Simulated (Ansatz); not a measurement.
# Ga3Se in Ansatz: the effect of functional

The system is Ga3Se.

```
Se Ga
1.0
     4.43246    0.00000    0.00000
     0.00000    4.43246    0.00000
     0.00000    0.00000    4.43246
Se Ga
1 3
Direct
  0.00000 0.00000 0.00000
  0.50000 0.50000 0.00000
  0.50000 0.00000 0.50000
  0.00000 0.50000 0.50000
```

The cell comes from a database or a generator and needn't be the stable form of this composition.

Alike in all runs:

| Item | Value |
| --- | --- |
| Program | Ansatz 0.2.0 |
| Task | projected density of states |
| Potentials or basis | Ansatz PAW |
| k mesh | 4 × 4 × 4 |
| Occupations | fermi-dirac, width 0.05 eV |
| Spin | no spin polarisation |

**Question.** One run gave: pressure -0.2 GPa. Which functional did it use?
A. PBE0
B. r2SCAN0
C. HSE06
D. RPBE
E. PBE

**Answer.** E.

| functional | cutoff | pressure (GPa) |
| --- | --- | --- |
| LDA | 420 eV (not typed: the program's choice for these potentials) | -4.6 |
| PBE | 420 eV (not typed: the program's choice for these potentials) | -0.2 |
| PBEsol | 420 eV (not typed: the program's choice for these potentials) | -3.2 |
| RPBE | 420 eV (not typed: the program's choice for these potentials) | 1.5 |
| revPBE | 420 eV (not typed: the program's choice for these potentials) | 1.0 |
| BLYP | 420 eV (not typed: the program's choice for these potentials) | 4.7 |
| r2SCAN | 500 eV (not typed: the program's choice for these potentials) | -1.2 |
| HSE06 | 420 eV (not typed: the program's choice for these potentials) | -0.9 |
| PBE0 | 420 eV (not typed: the program's choice for these potentials) | -0.8 |
| r2SCAN0 | 500 eV (not typed: the program's choice for these potentials) | -1.2 |

Caveats: the PAW data sets come from PBE, with cores solved anew for the run's functional, which leaves a small shift of forces and pressure (some runs); the thresholds are loose for stress (some runs).
